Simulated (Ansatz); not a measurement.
Predict the output of the script below (the Python package of Ansatz (0.2.0)).

The script reads `brcl2hosi.yaml`:
```yaml
crystal:
  periodic: [false, false, false]
  atoms:
    - { symbol: O, position_ang: [-0.7827, 0.2803, 1.0474] }
    - { symbol: Si, position_ang: [0.1659, 0.1159, -0.2617] }
    - { symbol: Cl, position_ang: [1.7884, -0.8377, 0.4271] }
    - { symbol: Cl, position_ang: [-0.7042, -1.1641, -1.5159] }
    - { symbol: Br, position_ang: [0.6433, 2.0213, -1.2342] }
    - { symbol: H, position_ang: [-1.0687, -0.4797, 1.4911] }
basis:
  gaussian: { orbitals: def2-SVP, nuclear_model: gaussian }
hamiltonian:
  xc: b3lyp
```

Script `deck_brcl2hosi.py`:
```python
"""Run BrCl2HOSi from an input written out key by key."""

import ansatz as az

session = az.Session.from_deck("brcl2hosi.yaml")
report = session.plan(threads=1).execute().report

print("reference energy %16.6f eV" % report["reference_energy_ev"])
print("total energy     %16.6f eV" % report["free_energy_ev"])
print("occupied orbitals outside the frozen core (up, down):", report["n_occupied"], " frozen:", report["n_frozen"], " virtual:", report["n_virtual"])
symbols = ["O", "Si", "Cl", "Cl", "Br", "H"]
state = report["mean_field"]["state"]
print(f"mean field: {state['energy']['hartree']:.7f} Ha, <S^2> = {abs(state['spin_squared']):.4f}, stability: {state.get('stability', {}).get('kind')}")
```

```console
$ python deck_brcl2hosi.py
reference energy   -105018.585205 eV
total energy       -105018.585205 eV
occupied orbitals outside the frozen core (up, down): [46, 46]  frozen: 0  virtual: [59, 59]
mean field: -3859.3618221 Ha, <S^2> = 0.0000, stability: minimum
```

Caveats:
- The settings weren't tested for convergence.
- The geometry is a force-field or estimated start, not a minimum of this method, and the basis set is short of its limit.
- Wall time of the script: 4.3 s on 1 thread of Arm Neoverse V1, on a shared host, peak memory 0.28 GiB.

(Lines on the test bed's own set-up are left out of the output.)
